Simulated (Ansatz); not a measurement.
Working through a test of scalar relativity of GeH4P (charge -1), SMILES [PH2][GeH2-]

Program: Ansatz 0.2.0 through its Python package.

Typed at the interpreter:
```pycon
>>> import warnings
>>> import ansatz as az
>>> import numpy as np
>>> warnings.simplefilter("ignore", az.DeckWarning)
>>> geometry_ang = [
...     ("P", (-1.2046, -0.2682, 0.608)),
...     ("Ge", (1.0387, 0.1138, 0.4013)),
...     ("H", (-1.5605, 1.1171, 0.3535)),
...     ("H", (-1.3588, -0.6764, -0.7776)),
...     ("H", (1.7837, -1.2408, 0.2889)),
...     ("H", (1.3014, 0.9545, -0.8741)),
... ]
>>> geometry = az.Crystal.molecule()
>>> for symbol, xyz in geometry_ang:
...     geometry = geometry.atom(symbol, xyz)
...
>>> model = (
...     geometry.calculation()
...     .functional("b3lyp")
...     .charge(-1)
...     .forces()
... )
>>> sets = {"none": "cc-pVTZ", "scalar": "cc-pVTZ-DK"}
>>> found = {kind: model.basis(gaussian=basis).pseudopotentials(relativity=kind).run(threads=1).report for kind, basis in sets.items()}
>>> for kind, each in found.items():
...     dipole = 4.803205 * np.linalg.norm(each["charge_distribution"]["dipole_moment_e_ang"])
...     print(f"{kind:7s} E = {each['free_energy_ev']:.4f} eV  dipole {dipole:.3f} D  largest force component {np.abs(each['forces_ev_ang']).max():.4f} eV/A")
...
none    E = -65875.5709 eV  dipole 1.560 D  largest force component 2.2298 eV/A
scalar  E = -66490.5690 eV  dipole 1.444 D  largest force component 2.2788 eV/A
>>> print(f"relativity lowers the total energy by {found['none']['free_energy_ev'] - found['scalar']['free_energy_ev']:.3f} eV")
relativity lowers the total energy by 614.998 eV
```

Notes:
- The settings weren't tested for convergence.
- The geometry is a force-field or estimated start, not a minimum of this method. The basis set changes with the Hamiltonian (a set recontracted for scalar relativity), and most of the change in the total lies in the cores.
- An ion's dipole depends on the origin; the program takes it about the centre of nuclear charge.
- b3lyp holds the VWN-RPA fit, as in Gaussian; the form of ORCA and Turbomole is b3lyp5.
- Anions want diffuse functions, which this basis lacks.
- Run time: 9.5 s on 1 thread of Intel(R) Xeon(R) Platinum 8259CL CPU @ 2.50GHz (Skylake/Cascade Lake) (shared host), peak memory 0.33 GiB.
